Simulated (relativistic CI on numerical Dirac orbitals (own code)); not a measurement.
# Xe XXXVII (Xe³⁶⁺): levels and lines

What are the lowest levels and the strongest lines of Xe³⁶⁺? One CI run answers it; runs with one setting changed show what the result hangs on.

The numbers are computed with relativistic CI on numerical Dirac orbitals (own code) version 4 (Dirac-Coulomb-Breit CI, KLI orbitals optimised for each configuration, model QED (radiative potential, 1s self-energy scaled to tabulated hydrogen-like ionisation energies)), except any that are marked as measured or tabulated.

## Step 1: What is computed

```
ion                       : Xe³⁶⁺ (Xe XXXVII)
nuclear charge            : 54
electrons                 : 18
isotope                   : A = 132
first configuration typed : [Ne] 3s2 3p6
```

Outer shells as boxes (Hund's rule):

first configuration typed
```
[Ne] core
3s [↑↓]
3p [↑↓][↑↓][↑↓]
```

## Step 2: The main run

Settings of the run:

```ini
atom Xe  Z=54  charge=36  electrons=18
nucleus A=132  rms_radius_fm=4.7859
hamiltonian dirac-coulomb  breit=on  qed=on  c_scale=1
orbitals kli  potential=per-configuration
slater_scale 1
correlation none
mixing on
configurations
  [Ne] 3s2 3p6
  [Ne] 3s2 3p5 3d
  [Ne] 3s 3p6 3d
  [Ne] 3s2 3p5 4s
  [Ne] 3s2 3p5 4p
  [Ne] 3s2 3p5 4d
  [Ne] 3s 3p6 4s
  [Ne] 3p6 3d 4p
  [Ne] 3s2 3p5 4f
  [Ne] 3s 3p6 4p
  [Ne] 3s 3p6 4d
  [Ne] 3s 3p6 4f
  [Ne] 3s2 3p5 5s
  [Ne] 3s2 3p5 5p
  [Ne] 3s2 3p5 5d
  [Ne] 3s2 3p5 5f
  [Ne] 3s2 3p5 5g
  [Ne] 3s 3p6 5s
  [Ne] 3s 3p6 5p
  [Ne] 3s 3p6 5d
  [Ne] 3s 3p6 5f
  [Ne] 3p6 3d2
  [Ne] 3p5 3d3
  [Ne] 3p5 3d2 4s
  [Ne] 3p5 3d2 4p
  [Ne] 3p5 3d2 4d
  [Ne] 3p6 3d 4s
  [Ne] 3p5 3d 4s2
  [Ne] 3p5 3d 4s 4p
  [Ne] 3p5 3d 4s 4d
  [Ne] 3p6 4s2
  [Ne] 3p5 4s2 4p
  [Ne] 3p5 4s2 4d
end
```

Started as:

```
python run_levels.py task.json out
```

One command runs all members of the session, one after another, from task.json.

## Step 3: Without the Breit term

The settings differ from step 2 so:

```diff
@@ -2,3 +2,3 @@
 nucleus A=132  rms_radius_fm=4.7859
-hamiltonian dirac-coulomb  breit=on  qed=on  c_scale=1
+hamiltonian dirac-coulomb  breit=off  qed=on  c_scale=1
 orbitals kli  potential=per-configuration
```

## Step 4: Non-relativistic limit (c × 1000)

The settings differ from step 3 so:

```diff
@@ -2,3 +2,3 @@
 nucleus A=132  rms_radius_fm=4.7859
-hamiltonian dirac-coulomb  breit=off  qed=on  c_scale=1
+hamiltonian dirac-coulomb  breit=off  qed=off  c_scale=1000
 orbitals kli  potential=per-configuration
```

(Steps that only read results are left out.)

Before running it: what results should come out? Wanted: lowest level; first excitation; lowest level of the other parity; fastest E1 line; ionisation energy.

As calculated:

| run | time | mean size of shift, levels followed (cm⁻¹) | lowest level | ionisation energy (eV) |
| --- | --- | --- | --- | --- |
| main run | 5.7 s | 0 | 3p6 1S0 | 2555.6 |
| without the Breit term | 2 s | 10768 | 3p6 1S0 | 2557.5 |
| non-relativistic limit (c × 1000) | 1.7 s | 255445 | 3p6 1S0 | - |

The tabulated theoretical ionisation energy (NIST) is 2556 eV.

| quantity | value |
| --- | --- |
| lowest level | 3p6 1S0 |
| first excitation | 3p5 3d 3P°0, 156.51 eV |
| lowest level of the other parity | 3p5 3d 3P°0, 156.51 eV |
| levels in the model | 1357 |
| fastest E1 line (by rate) to the lowest level among the lowest 400 of 1357 levels | 0.9587 nm, from 3p5 4d [3p3/2^3 4d5/2] J=1° |
| ionisation energy | 2555.6 eV |
| ionisation energy, tabulated theoretical (NIST) | 2556 eV |

What this shows: 3p6 1S0 comes out lowest; its LS label holds 100 % and its jj label 100 %; over the low levels the means are 71 and 95 %, so jj coupling describes them better. The ionisation energy agrees with the tabulated theoretical value within its uncertainty of 5 eV. The largest mover is «non-relativistic limit (c × 1000)» (255445 cm⁻¹ on average). Lifetimes count radiative decay inside the model alone.
